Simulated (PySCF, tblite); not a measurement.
# C₄H₈NO₂Si radical: geometry, infrared bands and EPR parameters

What infrared bands and EPR parameters should C₄H₈NO₂Si radical (`C=N[C]1OC[SiH2]CO1`) show?

Computed with tblite 0.8.0 and PySCF 2.14.0, with density-fitted response routines of our own, on a single molecule in the gas phase. Atoms are numbered from 0 throughout.

### Step 1. Starting geometry

16 atoms, charge 0, multiplicity 2; geometry from: force field or distance geometry start.

Bonds of the start (Å): C0–N1 1.27, N1–C2 1.38, C2–O3 1.36, O3–C4 1.41, C4–Si5 1.89, Si5–C6 1.88, C6–O7 1.41, O7–C2 1.37, C0–H8 1.09, C0–H9 1.09, C4–H10 1.11, C4–H11 1.10, Si5–H12 1.48, Si5–H13 1.46, C6–H14 1.12, C6–H15 1.11.

### Step 2. Geometry optimisation with GFN2-xTB

Job settings and geometry (Å):

```
{"job": {"kind": "relax", "xc": "GFN2-xTB", "basis": "xTB"}, "charge": 0, "multiplicity": 2}
C      3.075600    -0.186000    -0.024700
N      1.904600    -0.604500    -0.279900
C      0.701600    -0.325000     0.337100
O     -0.005600    -1.366200     0.864900
C     -1.275200    -1.447300     0.262100
Si    -1.977800     0.307100     0.284000
C     -0.541500     1.515800     0.204800
O      0.508700     0.900900     0.917300
H      3.322600     0.525100     0.757200
H      3.901900    -0.548700    -0.630900
H     -1.193300    -1.794400    -0.792600
H     -1.930800    -2.079800     0.886500
H     -2.703600     0.449400     1.564000
H     -2.810900     0.566800    -0.883100
H     -0.162500     1.591700    -0.845600
H     -0.821400     2.504000     0.634900
```

On the command line:

```sh
$ OMP_NUM_THREADS=1 python probes_run.py task.json out
```

This one command runs all jobs of the session in turn.

**Question.** This job is followed by: GFN2-xTB harmonic vibrations, gas phase; UKS B3LYP, pcH-1 on C H N O Si, non-relativistic, mean-field spin-orbit, GIAO. What will the session give for the following? strongest single infrared mode (GFN2-xTB); zero-point energy (GFN2-xTB); g(iso) (B3LYP); ⟨S²⟩; largest a(iso) (averaged by class); potential on the surface of density 0.002 e/bohr³, 1st and 99th percentile.

As calculated:

| quantity | value |
| --- | --- |
| strongest single infrared mode (GFN2-xTB) | 2295 cm⁻¹, 366 km/mol |
| zero-point energy (GFN2-xTB) | 70.5 kcal/mol |
| g(iso) (B3LYP) | 2.00280 |
| ⟨S²⟩ | 0.766 (exact 0.75) |
| largest a(iso) (averaged by class) | 13C on C0, 60.5 MHz |
| potential on the surface of density 0.002 e/bohr³, 1st and 99th percentile | -1.96 V and 1.68 V |

Over 236 steps the energy fell by 1.085 eV; of the close pairs, N1–C2 changed most, 1.381 to 1.297 Å. No mode is imaginary among the 42: a minimum at this level. The strongest single mode, at 2295 cm⁻¹, moves mainly H12. GFN2-xTB is a fitted tight-binding method: band positions and strengths are rough. Its intensities can rank the bands wrongly. The largest share of the spin, 0.72 e, sits on C0. The isotropic g lies 0.5 ppt above the free-electron value. The conformer search found further structures of the same energy, which may be mirror or relabelled copies of this one.
